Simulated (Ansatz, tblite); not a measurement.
# Ga9P9 wurtzite hole sphere (Ga₉P₉H₂₄): one state, many levels

The task here is to estimate one member of a computed series from the others.

Program: Ansatz 0.2.0, Gaussian basis. Level of theory: as each input shows. These are calculated values, not measurements.

Levels to be run: GFN1-xTB, GFN2-xTB, PBE-D4/def2-TZVP, r2SCAN-D4/def2-TZVP, revPBE-D4/def2-TZVP, r2SCAN0-D4/def2-TZVP, PBE-D4/def2-SVP, PBE0-D4/def2-SVP, HF/STO-3G, MP2/def2-SVP, RPA/def2-SVP.

## The relaxed structure

The geometry is that of the singlet, from an earlier relaxation (r2SCAN-D4/def2-SVP).

42 atoms, charge 0, spin multiplicity 1.

Bond lengths: Ga1–P2 2.451 Å, Ga1–P3 2.398 Å, Ga1–H19 1.563 Å, Ga1–H20 1.563 Å, P2–Ga5 2.392 Å, P2–H21 1.420 Å, P2–H22 1.420 Å, P3–Ga4 2.370 Å, P3–Ga11 2.370 Å, P3–H23 1.423 Å, Ga4–P6 2.409 Å, Ga4–P7 2.370 Å, Ga4–H24 1.562 Å, Ga5–P6 2.374 Å, Ga5–P12 2.374 Å, Ga5–H25 1.560 Å, P6–Ga9 2.374 Å, P6–H26 1.422 Å and more. Angles: P2–Ga1–P3 96.5°, P2–Ga1–H19 105.5°, P2–Ga1–H20 105.5°, P3–Ga1–H19 110.3°, P3–Ga1–H20 110.3°, H19–Ga1–H20 124.7°, Ga1–P2–Ga5 122.6°, Ga1–P2–H21 110.6°, Ga1–P2–H22 110.6°, Ga5–P2–H21 106.0°, Ga5–P2–H22 106.1°, H21–P2–H22 98.2°, Ga1–P3–Ga4 112.5°, Ga1–P3–Ga11 112.5°, Ga1–P3–H23 105.8°, Ga4–P3–Ga11 115.9°, Ga4–P3–H23 104.4°, Ga11–P3–H23 104.4° and more.

PBE0-D4/def2-TZVP was run before; its log isn't repeated, and its numbers join the tables.

The first run:

Tight binding, by tblite at 300 K electronic temperature and without a spin-polarisation term:

```python
tblite.interface.Calculator('GFN1-xTB', numbers, positions, charge=0, uhf=0).singlepoint()
```

Tight binding, by tblite at 300 K electronic temperature and without a spin-polarisation term:

```python
tblite.interface.Calculator('GFN2-xTB', numbers, positions, charge=0, uhf=0).singlepoint()
```

start.molden holds the orbitals of an earlier run on this state, given as this run's starting guess.

The input, in.yaml:

```yaml
crystal:
  periodic: [false, false, false]
  atoms:
    - {symbol: Ga, position_ang: [0.000506, -4.574192, -1.392260]}
    - {symbol: P, position_ang: [-0.003660, -4.342636, 1.047421]}
    - {symbol: P, position_ang: [-0.000703, -2.227543, -1.886853]}
    - {symbol: Ga, position_ang: [-2.009265, -1.160046, -1.221799]}
    - {symbol: Ga, position_ang: [-0.000890, -2.214461, 2.139945]}
    - {symbol: P, position_ang: [-1.839981, -1.060381, 1.179547]}
    - {symbol: P, position_ang: [-1.927411, 1.112487, -1.888883]}
    - {symbol: Ga, position_ang: [-3.960243, 2.285819, -1.397000]}
    - {symbol: Ga, position_ang: [-1.918452, 1.110306, 2.138026]}
    - {symbol: P, position_ang: [-3.759811, 2.174528, 1.042922]}
    - {symbol: Ga, position_ang: [2.008445, -1.161141, -1.222027]}
    - {symbol: P, position_ang: [1.839109, -1.062101, 1.179325]}
    - {symbol: P, position_ang: [1.928082, 1.111459, -1.889203]}
    - {symbol: Ga, position_ang: [0.000753, 2.319179, -1.223822]}
    - {symbol: Ga, position_ang: [1.919959, 1.108483, 2.137868]}
    - {symbol: P, position_ang: [0.001202, 2.124994, 1.177785]}
    - {symbol: Ga, position_ang: [3.960387, 2.285788, -1.397494]}
    - {symbol: P, position_ang: [3.762973, 2.169542, 1.042438]}
    - {symbol: H, position_ang: [-1.382720, -5.205793, -1.753833]}
    - {symbol: H, position_ang: [1.386563, -5.202442, -1.748938]}
    - {symbol: H, position_ang: [-1.080465, -5.073812, 1.616093]}
    - {symbol: H, position_ang: [1.066351, -5.080304, 1.620504]}
    - {symbol: H, position_ang: [-0.000836, -2.131262, -3.306532]}
    - {symbol: H, position_ang: [-3.310562, -1.910874, -1.649410]}
    - {symbol: H, position_ang: [-0.000761, -2.299127, 3.698111]}
    - {symbol: H, position_ang: [-2.990530, -1.723693, 1.688664]}
    - {symbol: H, position_ang: [-1.842642, 1.062931, -3.308430]}
    - {symbol: H, position_ang: [-5.197563, 1.400169, -1.754393]}
    - {symbol: H, position_ang: [-3.814537, 3.799348, -1.758912]}
    - {symbol: H, position_ang: [-1.992925, 1.154122, 3.696087]}
    - {symbol: H, position_ang: [-4.933420, 1.614865, 1.614672]}
    - {symbol: H, position_ang: [-3.857520, 3.472573, 1.611287]}
    - {symbol: H, position_ang: [3.309258, -1.912795, -1.649641]}
    - {symbol: H, position_ang: [2.989156, -1.726536, 1.688100]}
    - {symbol: H, position_ang: [1.843121, 1.061806, -3.308737]}
    - {symbol: H, position_ang: [0.001030, 3.821222, -1.652576]}
    - {symbol: H, position_ang: [1.994651, 1.152412, 3.695909]}
    - {symbol: H, position_ang: [0.001769, 3.453548, 1.685607]}
    - {symbol: H, position_ang: [5.198548, 1.402879, -1.758593]}
    - {symbol: H, position_ang: [3.811777, 3.799919, -1.755789]}
    - {symbol: H, position_ang: [4.935422, 1.604702, 1.611503]}
    - {symbol: H, position_ang: [3.865855, 3.466068, 1.613332]}
basis:
  gaussian: {orbitals: def2-TZVP, fitting: {mean_field: def2-universal-jkfit}, initial_orbitals: start.molden}
hamiltonian: {xc: pbe, dispersion: d4}
scf: {omitted_lower_state_checks: [starts]}
output: {forces: true, orbitals: {seedname: orbitals}}
```

Command:

```console
ansatz run in.yaml --threads 5 --pin off --events-out ev --progress --plain --max-ram 66560MiB --backend cuda --devices 0, --max-vram 37GiB
```

Among the steps run: PBE-D4/def2-TZVP; r2SCAN-D4/def2-TZVP; revPBE-D4/def2-TZVP; r2SCAN0-D4/def2-TZVP; PBE-D4/def2-SVP; PBE0-D4/def2-SVP; HF/STO-3G; MP2/def2-SVP; RPA/def2-SVP.

One table of the session follows, with a row left open; its other results are not shown here.

It belongs to the step «Binding energy». 

| level | binding an atom (eV) |
| --- | --- |
| HF/def2-SVP | 1.898 |
| PBE-D4/def2-SVP | 2.789 |
| PBE-D4/def2-TZVP | 2.784 |
| revPBE-D4/def2-TZVP | 2.740 |
| r2SCAN-D4/def2-TZVP | 2.799 |
| PBE0-D4/def2-SVP | 2.787 |
| PBE0-D4/def2-TZVP | 2.783 |
| r2SCAN0-D4/def2-TZVP | ? |
| MP2/def2-SVP | 2.546 |

**Question.** Estimate the row for r2SCAN0-D4/def2-TZVP.

The run gave: binding an atom (eV): 2.778. In the column «binding an atom (eV)» it lies between revPBE-D4/def2-TZVP (2.740) and PBE0-D4/def2-TZVP (2.783).

Caveats from the session: Free atoms were run apart at each level; binding is atoms less cluster, divided by the number of atoms, without zero-point or spin-orbit terms.
